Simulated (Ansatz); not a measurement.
Crystal: BPd4.

```
Pd B
1.0
     2.89203    0.00000    0.00000
     0.00000    4.36501    0.00000
     0.00000    0.00000    5.85632
Pd B
4 1
Cartesian
  1.4460 0.0000 1.1571
  0.0000 0.0000 3.6278
  0.0000 2.1825 1.9277
  1.4460 2.1825 5.0807
  1.4460 0.0000 5.0553
```

The cell comes from a database or a generator and needn't be the stable form of this composition.

Base run:

| Quantity | Value |
| --- | --- |
| Program | Ansatz 0.2.0 |
| Functional | PBEsol |
| Potentials or basis | Ansatz PAW |
| Cutoff | 420 eV (not typed: the program's choice for these potentials) |
| k mesh | 7 × 5 × 4 |
| Occupations | fermi-dirac, width 0.05 eV |
| Spin | no spin polarisation |

Its results: band gap on the k mesh none (metal or under the smearing width); pressure -8.5 GPa; largest force 0.192 eV/Å.

Problem. After a change of settings the same cell gave: band gap on the k mesh none (metal or under the smearing width); pressure -13.3 GPa; largest force 0.222 eV/Å. Which change was it?
A. functional from PBEsol to revPBE
B. functional from PBEsol to RPBE
C. functional from PBEsol to PBE
D. functional from PBEsol to LDA

Solution. D.

LDA binds more tightly than PBEsol, so the same cell stands under less pressure.

Caveats: the PAW data sets come from PBE, with cores solved anew for the run's functional, which leaves a small shift of forces and pressure.
